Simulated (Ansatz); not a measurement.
# Mg3CdS2: the cost of one run

Method: DFT PBE, scalar-relativistic, plane waves, PAW, in Ansatz 0.2.0.

**1. The structure to begin with**

Symmetry: P-6m2, No. 187, hexagonal system. The conventional cell has a = 4.492 Å, b = 4.492 Å, c = 6.834 Å, α = 90.00°, β = 90.00°, γ = 120.00°. Mg (site symmetry mm2) is surrounded by 2 S at 1.86 Å and 2 Mg at 2.02 Å. Cd (site symmetry -6m2) has 2 S at 2.23 Å as nearest neighbours. Around S (site symmetry 3m) lie 3 Mg at 1.86 Å and 1 Cd at 2.23 Å.

Structure file:

```cif
data_structure
_symmetry_space_group_name_H-M 'P-6m2'
_symmetry_Int_Tables_number 187
_cell_length_a 4.4915
_cell_length_b 4.4915
_cell_length_c 6.8344
_cell_angle_alpha 90.000
_cell_angle_beta 90.000
_cell_angle_gamma 120.000
_cell_volume 119.40
loop_
_atom_site_label
_atom_site_type_symbol
_atom_site_symmetry_multiplicity
_atom_site_Wyckoff_symbol
_atom_site_fract_x
_atom_site_fract_y
_atom_site_fract_z
_atom_site_occupancy
Mg1 Mg 3 k 0.81664 0.18336 0.50000 1
Cd1 Cd 1 a 0.00000 0.00000 0.00000 1
S1 S 2 g 0.00000 0.00000 0.67428 1
```

A structure generator made this guess: random cell by space group and Wyckoff sites (P-6m2, No. 187). The dimensions are guesses.

**2. A first look at the guess**

Input file input.yaml:

```yaml
crystal:
  lattice:
    - [4.49153265, 0.0, 0.0]
    - [-2.24576633, 3.88978138, 0.0]
    - [0.0, 0.0, 6.83439694]
  atoms:
    - { symbol: Mg, position: [0.81664329, 0.18335671, 0.5] }
    - { symbol: Mg, position: [0.81664329, 0.63328658, 0.5] }
    - { symbol: Mg, position: [0.36671342, 0.18335671, 0.5] }
    - { symbol: Cd, position: [0.0, 0.0, 0.0] }
    - { symbol: S, position: [0.0, 0.0, 0.6742776] }
    - { symbol: S, position: [0.0, 0.0, 0.3257224] }
basis:
  ecutwfc: 420
kpoints:
  mp_grid: { grid: [6, 6, 4] }
hamiltonian:
  xc: pbe
scf:
  occupations: { method: gaussian, width: 0.1 }
  lower_state_search: "off"
output:
  forces: true
  stress: true
  eigenvalues: true
```

On the command line:

```sh
> ansatz run input.yaml --threads 1 --pin off --max-ram 2560MiB --backend cpu --events-out ev --progress --plain --runs-dir out
```

**Question.** How long does this run take on 1 thread of Intel Xeon 6975P-C (Granite Rapids), shared host, and how much memory does it need?

About 4.7 s, with a peak of 0.42 GiB.
